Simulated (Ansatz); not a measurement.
# CH3Ge (doublet): the correlation ladder at a displaced geometry (v2), cc-pVDZ

The task here is to estimate one member of a computed series from the others.

The runs use Ansatz 0.2.0, Gaussian basis; cc-pVDZ, core rule «outside noble gas», up to 15 orbitals frozen.

The runs, in order: UHF; CCSD(T) on ROHF; CCSD(T) on UHF; BCCD(T) on ROHF; CISD; CCSDT(Q) on ROHF; CCSDT(Q) on UHF.

26 further runs of the same task are left out: 1 for a known fault of the program, 10 that didn't finish, 15 set aside as unsound or not needed.

## The system

The geometry is a PBE0/def2-TZVP stationary point (not a proven minimum) with its atoms shifted at random (size 0.100 Å). No spin-orbit coupling is included. The filled d shell of Ge may be among the frozen orbitals whatever the setting's name suggests; the logs give the count.

5 atoms, charge 0, spin multiplicity 2.

Atoms are counted from 1 here; the program's logs count them from 0.

Bond lengths: Ge1–C2 1.984 Å, C2–H3 1.029 Å, C2–H4 1.098 Å, C2–H5 1.241 Å. Angles: Ge1–C2–H3 111.2°, Ge1–C2–H4 110.2°, Ge1–C2–H5 112.8°, H3–C2–H4 116.4°, H3–C2–H5 104.2°, H4–C2–H5 101.5°.

The first run:

Contents of in.yaml:

```yaml
crystal:
  periodic: [false, false, false]
  atoms:
    - {symbol: Ge, position_ang: [0.024952, 0.001173, 0.353495]}
    - {symbol: C, position_ang: [-0.129705, 0.009547, -1.624223]}
    - {symbol: H, position_ang: [-1.114618, -0.022887, -1.921091]}
    - {symbol: H, position_ang: [0.482492, 0.816381, -2.048632]}
    - {symbol: H, position_ang: [0.379448, -0.991801, -2.151515]}
basis:
  gaussian: {orbitals: cc-pVDZ}
magnetization: {spin_polarized: true, initial_magnetization: 1}
hamiltonian: {xc: hf}
output: {orbitals: {seedname: orbitals}}
```

Run with:

```bash
$ ansatz run in.yaml --threads 1 --pin off --events-out ev --progress --plain --max-ram 2393MiB
```

Among the steps run: UHF; CCSD(T) on ROHF; CCSD(T) on UHF; BCCD(T) on ROHF; CISD; CCSDT(Q) on ROHF; CCSDT(Q) on UHF.

One table of the session follows, with a row left open; its other results are not shown here.

It belongs to the step «Misses and costs». 

| method | from UCCSDT(Q) (meV) |
| --- | --- |
| ROHF | ? |
| UHF | +6736.1 |
| RMP2 | +1105.4 |
| UMP2 | +1111.5 |
| CISD | +746.8 |
| RCCSD | +214.8 |
| UCCSD | +209.5 |
| RCCSD(T) | +34.1 |
| UCCSD(T) | +31.0 |
| BCCD(T) | +33.5 |
| RCCSDT | +13.4 |
| UCCSDT | +10.3 |
| RCCSDT(Q) | +3.3 |
| UCCSDT(Q) | 0 |

Estimate the missing values for ROHF.

As computed: from UCCSDT(Q) (meV): +6834.7. In the column «from UCCSDT(Q) (meV)» it is the highest.

To keep in mind: Restricted and unrestricted rows rest on different reference determinants; where their highest levels disagree by more than a few hundredths of an eV, they describe different states and don't form one ladder.
